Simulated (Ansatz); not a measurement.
# C3H11AlO (SMILES C[Al-](C)(C)[OH2+]): wB97X/6-31G(d) (spherical functions)

Aim: the electronic atomisation energy of C3H11AlO at wB97X/6-31G* (spherical functions), from 5 runs. 

The calculation is run with Ansatz 0.2.0.

71 further runs of the same task are left out: 2 that didn't finish, 69 set aside as unsound or not needed.

### 1 The structure to begin with

C3H11AlO has 16 atoms, charge 0, and is taken as a singlet. As SMILES, `C[Al-](C)(C)[OH2+]`. The coordinates come from a PBE0-D4/def2-TZVP relaxation. This is one conformer, not always the lowest.

Bond lengths: C1–Al2 1.979 Å, Al2–C3 1.979 Å, Al2–C4 1.966 Å, Al2–O5 2.056 Å, C1–H6 1.097 Å, C1–H7 1.096 Å, C1–H8 1.097 Å, C3–H9 1.097 Å, C3–H10 1.097 Å, C3–H11 1.096 Å, C4–H12 1.095 Å, C4–H13 1.096 Å, C4–H14 1.095 Å, O5–H15 0.964 Å, O5–H16 0.964 Å. Some angles: C1–Al2–C3 117.8°, C1–Al2–C4 117.9°, C1–Al2–O5 96.3°, C3–Al2–C4 118.0°, C3–Al2–O5 96.3°, C4–Al2–O5 102.6°, Al2–C1–H6 113.5°, Al2–C1–H7 110.5°, Al2–C1–H8 113.0°, Al2–C3–H9 113.0°.

### 2 A single-point energy at wB97X/6-31G(d) (spherical functions)

The input, molecule.yaml:

```yaml
crystal:
  periodic: [false, false, false]
  atoms:
    - {symbol: C, position_ang: [-0.637980, 0.723110, -1.712710]}
    - {symbol: Al, position_ang: [0.085580, -0.140530, -0.085580]}
    - {symbol: C, position_ang: [1.698930, 0.654370, 0.740480]}
    - {symbol: C, position_ang: [-0.210750, -2.071140, 0.142530]}
    - {symbol: O, position_ang: [-1.268240, 0.678630, 1.227590]}
    - {symbol: H, position_ang: [-0.585750, 1.818080, -1.686750]}
    - {symbol: H, position_ang: [-0.069050, 0.414640, -2.597260]}
    - {symbol: H, position_ang: [-1.679210, 0.445600, -1.917720]}
    - {symbol: H, position_ang: [1.843550, 0.343900, 1.782560]}
    - {symbol: H, position_ang: [1.707300, 1.750610, 0.717030]}
    - {symbol: H, position_ang: [2.601530, 0.334090, 0.207600]}
    - {symbol: H, position_ang: [-0.016600, -2.405220, 1.167190]}
    - {symbol: H, position_ang: [0.454110, -2.651670, -0.507280]}
    - {symbol: H, position_ang: [-1.233710, -2.369370, -0.110180]}
    - {symbol: H, position_ang: [-0.808840, 1.221910, 1.877580]}
    - {symbol: H, position_ang: [-1.880870, 1.252980, 0.754900]}
basis:
  gaussian:
    orbitals: 6-31G_st_-spherical.json
total_charge: 0
hamiltonian:
  xc: {name: wB97X}
accuracy: high
output: {orbitals: {seedname: orbitals}}
```

The basis set 6-31G* is read from a file made from the Basis Set Exchange's data (not shown).

On the command line:

```console
$ ansatz run molecule.yaml --threads 1 --pin off --max-ram 3480MiB --events-out events.jsonl --progress --plain --runs-dir runs
```

The program printed:

```text
Warning: RAYON_NUM_THREADS=1 ignored (pool sized by the plan → 1); use --threads N
Functional definition: wB97X
  name "wB97X"
  parameter omega = 0.3/bohr
  parameter cx = 0.157706
  parameter cx1 = 0.726479
  parameter cx2 = 1.04760
  parameter cx3 = -5.70635
  parameter cx4 = 13.2794
  parameter css1 = -4.33879
  parameter css2 = 18.2308
  parameter css3 = -31.7430
  parameter css4 = 17.2901
  parameter cos1 = 2.37031
  parameter cos2 = -11.3995
  parameter cos3 = 6.58405
  parameter cos4 = -3.78132
  exchange = spin_sum(e_x_unif_sr(omega)*poly(b97_u_x, 1 - cx, cx1, cx2, cx3, cx4)) + cx*exact_x_sr(omega)
      + exact_x_lr(omega)
  correlation = spin_sum(e_c_pw_same_spin*poly(b97_u_same, 1, css1, css2, css3, css4))
      + integral(e_c_pw_opposite_spin*poly(b97_u_opposite, 1, cos1, cos2, cos3, cos4))
2389 factors; integrals over basis functions are off by at most 5.8e-9 eV
462 factors; integrals over basis functions are off by at most 2.0e-9 eV
mean field evaluation 1: about -11926.0502 eV, gradient 5.7e1 eV
mean field evaluation 2: about -11929.4503 eV, gradient 4.3e1 eV
mean field evaluation 4: about -11933.1407 eV, gradient 1.5e0 eV
mean field evaluation 8: about -11933.3403 eV, gradient 8.5e-2 eV
mean field evaluation 16: about -11933.3404 eV, gradient 1.7e-5 eV
mean field -11933.34036199 eV, -438.5421695947 hartree, gradient 3.6e-8 eV, S^2 0.000000; 0 other end points of the search recorded, 0 dependent functions left out
reference -11933.34035817 eV, -438.5421694541 hartree; 25, 25 occupied and 71, 71 virtual orbitals, 2389 factors
Total energy: -11933.34035817 eV, -438.5421694541 hartree
```

It took 50 s on 1 thread of Arm Neoverse V1, shared host; peak memory 0.72 GiB.

### 3 The Al atom at the same level

The input, in.yaml:

```yaml
crystal:
  periodic: [false, false, false]
  atoms:
    - {symbol: Al, position_ang: [0.000000, 0.000000, 0.000000]}
basis:
  gaussian: {orbitals: 6-31G_st_-spherical.json}
hamiltonian: {xc: {name: wB97X}}
magnetization: {spin_polarized: true, initial_magnetization: 1}
accuracy: high
```

The basis set 6-31G* is read from a file made from the Basis Set Exchange's data (not shown).

Run the same way, it converges to -242.33170 Eh (log not shown).

### 4 The C atom, same level

The input, input.yaml:

```yaml
crystal:
  periodic: [false, false, false]
  atoms:
    - {symbol: C, position_ang: [0.000000, 0.000000, 0.000000]}
basis:
  gaussian: {orbitals: 6-31G_st_-spherical.json}
magnetization: {spin_polarized: true, initial_magnetization: 2}
hamiltonian: {xc: {name: wB97X}}
accuracy: high
```

The basis set 6-31G* is read from a file made from the Basis Set Exchange's data (not shown).

On the command line:

```console
$ ansatz run input.yaml --threads 1 --pin off --max-ram 3480MiB --events-out events.jsonl --progress --plain --runs-dir runs
```

The program printed, cut to the lines that bear on the results:

```text
Warning: RAYON_NUM_THREADS=1 ignored (pool sized by the plan → 1); use --threads N
[... 2 set-up lines as earlier in the session ...]
[...]
      + exact_x_lr(omega)
[...]
      + integral(e_c_pw_opposite_spin*poly(b97_u_opposite, 1, cos1, cos2, cos3, cos4))
96 factors; integrals over basis functions are off by at most 1.1e-9 eV
55 factors; integrals over basis functions are off by at most 1.7e-9 eV
[...]
mean field -1029.49055229 eV, -37.8330799828 hartree, gradient 4.4e-9 eV, S^2 2.003607; 0 other end points of the search recorded, 0 dependent functions left out
reference -1029.49055193 eV, -37.8330799696 hartree; 4, 2 occupied and 10, 12 virtual orbitals, 96 factors
Total energy: -1029.49055193 eV, -37.8330799696 hartree
```

Wall time 1.3 s (1 thread of Arm Neoverse V1, shared host); peak memory 0.13 GiB.

### 5 The H atom at the same level

The input, in.yaml:

```yaml
crystal:
  periodic: [false, false, false]
  atoms:
    - {symbol: H, position_ang: [0.000000, 0.000000, 0.000000]}
basis:
  gaussian:
    orbitals: "6-31G*"
magnetization:
  spin_polarized: true
  initial_magnetization: 1
hamiltonian:
  xc: {name: wB97X}
accuracy: high
```

Run the same way, it converges to -0.49932 Eh (log not shown).

### 6 The O atom, same level

The input, run.yaml:

```yaml
crystal:
  periodic: [false, false, false]
  atoms:
    - symbol: O
      position_ang: [0.000000, 0.000000, 0.000000]
basis:
  gaussian:
    orbitals: 6-31G_st_-spherical.json
total_charge: 0
magnetization:
  spin_polarized: true
  initial_magnetization: 2
hamiltonian:
  xc: {name: wB97X}
accuracy: high
```

The basis set 6-31G* is read from a file made from the Basis Set Exchange's data (not shown).

Run the same way, it converges to -75.04146 Eh (log not shown).

### 7 Outcome

At wB97X/6-31G* (spherical functions):

```
                     quantity          value
       molecule: total energy  -438.54217 Eh
        molecule: HOMO energy       -9.04 eV
        molecule: LUMO energy        2.65 eV
      molecule: HOMO–LUMO gap       11.68 eV
        Al atom: total energy  -242.33170 Eh
                Al atom: ⟨S²⟩          0.753
         C atom: total energy   -37.83308 Eh
                 C atom: ⟨S²⟩          2.004
         H atom: total energy    -0.49932 Eh
                 H atom: ⟨S²⟩          0.750
         O atom: total energy   -75.04146 Eh
                 O atom: ⟨S²⟩          2.003
electronic atomisation energy      59.246 eV
```

**Reading.** Taking the molecule apart into free atoms costs 59.25 eV (1366 kcal/mol), before zero-point energy and without spin-orbit coupling.
